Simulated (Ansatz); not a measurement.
# TlIr2S2: the cost of one run

Computed with Ansatz 0.2.0 (reference: DFT r2SCAN+U, plane waves, PAW, scalar-relativistic, collinear spin, unless a step's input says otherwise).

### 1 The structure to begin with

Symmetry: I4/mmm, No. 139, tetragonal system. The conventional cell has a = 3.929 Å, b = 3.929 Å, c = 13.233 Å, α = 90.00°, β = 90.00°, γ = 90.00°. Ir (site symmetry -4m2) has 4 S at 2.45 Å and 4 Ir at 2.78 Å as nearest neighbours. Around S (site symmetry 4mm) lie 4 Ir at 2.45 Å and 4 Tl at 3.34 Å. Tl (site symmetry 4/mmm) is surrounded by 8 S at 3.34 Å.

As a file:

```cif
data_structure
_symmetry_space_group_name_H-M 'I4/mmm'
_symmetry_Int_Tables_number 139
_cell_length_a 3.9294
_cell_length_b 3.9294
_cell_length_c 13.2327
_cell_angle_alpha 90.000
_cell_angle_beta 90.000
_cell_angle_gamma 90.000
_cell_volume 204.31
loop_
_atom_site_label
_atom_site_type_symbol
_atom_site_symmetry_multiplicity
_atom_site_Wyckoff_symbol
_atom_site_fract_x
_atom_site_fract_y
_atom_site_fract_z
_atom_site_occupancy
Ir1 Ir 4 d 0.50000 0.00000 0.75000 1
S1 S 4 e 0.50000 0.50000 0.86000 1
Tl1 Tl 2 a 0.00000 0.00000 0.00000 1
```

### 2 The reference run

Contents of input.yaml:

```yaml
crystal:
  lattice:
    - [0.0, 3.929392, 0.0]
    - [3.929392, 0.0, 0.0]
    - [1.964696, 1.964696, -6.616342]
  atoms:
    - { symbol: Ir, position: [0.75, 0.25, 0.5] }
    - { symbol: Ir, position: [0.25, 0.75, 0.5] }
    - { symbol: S, position: [0.36, 0.36, 0.28] }
    - { symbol: S, position: [0.64, 0.64, 0.72] }
    - { symbol: Tl, position: [0.0, 0.0, 0.0] }
kpoints:
  mp_grid: { grid: [5, 5, 5], shift: [0, 0, 0] }
magnetization:
  spin_polarized: true
scf:
  occupations: { method: fermi_dirac }
hamiltonian:
  pseudopotentials: { kind: paw }
  xc: r2scan
  hubbard:
    projectors: all-electron-ortho-atomic
    sites: [{ species: Ir, l: d, u_eff: 1.17 }]
    double_counting: amf
basis:
  ecutwfc: 500
output:
  forces: true
  stress: true
  eigenvalues: true
```

Launch:

```
$ ansatz run input.yaml --threads 1 --pin off --max-ram 2560MiB --backend cpu --events-out ev --progress --plain --runs-dir out
```

Q: Estimate wall time and peak memory on 1 thread of Arm Neoverse V2, shared host.

About 21 s, with a peak of 0.73 GiB.
